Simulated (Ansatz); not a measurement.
CH₄GeO₂, SMILES C[O][Ge][OH], a rigid torsion scan

With the Ansatz DFT code, driven from Python.

The cells in order, each with its output:

In [1]:
```python
import ansatz
from ase import Atoms
```

In [2]:
```python
atoms = Atoms(["C", "O", "Ge", "O", "H", "H", "H", "H"], positions=[
    (0.1614, 0.8317, -0.7039),
    (0.9863, 0.4948, 0.3116),
    (0.8402, -1.2881, 0.4785),
    (-0.3411, -1.6797, 1.6637),
    (0.4036, 0.4021, -1.7013),
    (-0.941, 0.6454, -0.4583),
    (0.2021, 1.9788, -0.8409),
    (-1.2193, -1.442, 1.1948),
])
```

In [3]:
```python
# start the scan from a relaxed geometry
first = ansatz.Crystal.molecule_from_ase(atoms).calculation()
first = first.basis(gaussian="def2-SVP").functional("CAM-B3LYP")
first = first.scf(lower_state_search="light").relax(force_tolerance=0.02, max_steps=80)
atoms.positions = first.run(threads=1, backend="cpu").report["positions_ang"]
```

In [4]:
```python
start = atoms.get_dihedral(4, 0, 1, 2)
energies = {}
for turn in range(0, 360, 40):
    turned = atoms.copy()
    turned.set_dihedral(4, 0, 1, 2, start + turn, indices=[1, 2, 3, 7])
    model = (
        ansatz.Crystal.molecule_from_ase(turned).calculation()
        .basis(gaussian="def2-SVP")
        .functional("CAM-B3LYP")
        .scf(lower_state_search="light")
    )
    energies[round((start + turn) % 360)] = model.run(threads=1, backend="cpu").report["free_energy_ev"]
floor = min(energies.values())
print("dihedral H4-C0-O1-Ge2 (deg)   E - E(min) (kJ/mol)")
for angle, e in sorted(energies.items()):
    print(f"{angle:8d} {96.485332 * (e - floor):14.3f}  " + "#" * int(30 * (e - floor) / max(max(energies.values()) - floor, 1e-9)))
```
```text
dihedral H4-C0-O1-Ge2 (deg)   E - E(min) (kJ/mol)
      36          2.541  ###############
      76          1.673  ##########
     116          3.319  ####################
     156          0.599  ###
     196          0.000
     236          2.546  ###############
     276          1.504  #########
     316          1.674  ##########
     356          4.832  ##############################
```

The settings weren't tested for convergence. The scan is rigid and the energies are electronic, in a modest basis. With rigid groups the curve can differ much from the relaxed path, the start wasn't checked as a minimum of this torsion, and equivalent turns needn't return to the same energy. It ran for 2.8 min on 1 thread of Arm Neoverse V1, on a shared host, peak memory 0.31 GiB.
